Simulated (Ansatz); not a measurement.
# SbH2+ (triplet): wave-function methods side by side at scale of all distances = 1.981, def2-SVP

Aim: climb from Hartree-Fock through coupled cluster and multireference methods for SbH2+ (triplet) at one geometry and basis, and see what each rung misses.

Method: def2-SVP, core rule «outside noble gas», up to 9 orbitals frozen; program: Ansatz 0.2.0, Gaussian basis.

The runs, in order: UHF; CCSD(T) on ROHF; CCSD(T) on UHF; BCCD(T) on ROHF; CISD; CCSDT(Q) on ROHF; CCSDT(Q) on UHF; CASSCF and MRCISD+Q, 4 electrons in 4 orbitals; CASSCF and NEVPT2, 4 electrons in 4 orbitals; CASSCF and MRCISD+Q, 6 electrons in 6 orbitals; CASSCF and NEVPT4(SD), 6 electrons in 6 orbitals; CASSCF and NEVPT2, 6 electrons in 6 orbitals; Full CI.

23 further runs of the same task are left out: 19 that didn't finish, 4 set aside as unsound or not needed.

**1. The geometry**

The geometry derives from a PBE0/def2-TZVP stationary point (not a proven minimum). All distances are scaled together. No spin-orbit coupling is included. Elements past krypton take def2 core potentials.

3 atoms, charge 1, spin multiplicity 3.

Atoms are counted from 1 here; the program's logs count them from 0.

No contacts short enough for the rule that draws bonds.

As a file:

```
Sb    0.00000   -0.02702    0.00000
H     0.00000    1.63183   -2.90970
H     0.00000    1.63183    2.90970
```

**2. UHF**

The input, in.yaml:

```yaml
crystal:
  periodic: [false, false, false]
  atoms:
    - {symbol: Sb, position_ang: [0.000000, -0.027017, 0.000000]}
    - {symbol: H, position_ang: [0.000000, 1.631831, -2.909699]}
    - {symbol: H, position_ang: [0.000000, 1.631831, 2.909699]}
basis:
  gaussian: {orbitals: def2-SVP}
total_charge: 1
magnetization: {spin_polarized: true, initial_magnetization: 2}
hamiltonian: {xc: hf}
output: {orbitals: {seedname: orbitals}}
```

Command:

```bash
$ ansatz run in.yaml --threads 1 --pin off --events-out ev --progress --plain --max-ram 2393MiB
```

After this run come: CCSD(T) on ROHF; CCSD(T) on UHF; BCCD(T) on ROHF; CISD; CCSDT(Q) on ROHF; CCSDT(Q) on UHF; CASSCF and MRCISD+Q, 4 electrons in 4 orbitals; CASSCF and NEVPT2, 4 electrons in 4 orbitals; CASSCF and MRCISD+Q, 6 electrons in 6 orbitals; CASSCF and NEVPT4(SD), 6 electrons in 6 orbitals; CASSCF and NEVPT2, 6 electrons in 6 orbitals; Full CI.

Before running them: what should the planned runs give, taken together? Wanted: FCI below the RHF energy; RMP2 from FCI; UMP2 from FCI; RCCSD from FCI; RCCSD(T) from FCI; UCCSD(T) from FCI; RCCSDT(Q) from FCI; UCCSDT(Q) from FCI; NEVPT2 pair from FCI.

The runs gave:

| quantity | value |
| --- | --- |
| FCI below the RHF energy | -3.3007 eV |
| RMP2 from FCI | +43.22 kcal/mol |
| UMP2 from FCI | +10.72 kcal/mol |
| RCCSD from FCI | +3.75 kcal/mol |
| RCCSD(T) from FCI | +0.78 kcal/mol |
| UCCSD(T) from FCI | +1.12 kcal/mol |
| RCCSDT(Q) from FCI | +0.29 kcal/mol |
| UCCSDT(Q) from FCI | +0.31 kcal/mol |
| NEVPT2 pair from FCI | +9.38 kcal/mol |
| MRCISD+Q pair from FCI | -0.43 kcal/mol |
| NEVPT2 valence from FCI | +6.41 kcal/mol |
| levels within 1 kcal/mol (43 meV) | RCCSD(T), RCCSDT, UCCSDT, RCCSDT(Q), UCCSDT(Q), MRCISD+Q pair, NEVPT4(SD) valence, MRCISD valence, MRCISD+Q valence |
| T1 diagnostic | 0.249 |
| effectively unpaired electrons | 3.85 |

In words: RCCSD(T) misses by +0.78 kcal/mol, 1.0 % of the correlation energy. MRCISD+Q pair, NEVPT4(SD) valence, MRCISD+Q valence fall below full CI, which methods that aren't variational can do. With 3.8 effectively unpaired electrons against 2 the state is strongly multireference. Coupled cluster on one determinant still stays close here. Of the multireference levels listed NEVPT4(SD) valence comes nearest in total energy (-0.07 kcal/mol), which doesn't show that its space is the better one. Coupled cluster took another determinant than the lowest Hartree-Fock one. These misses are within one basis, not against nature; the frozen cores of restricted and unrestricted runs differ, which can shift their rows.
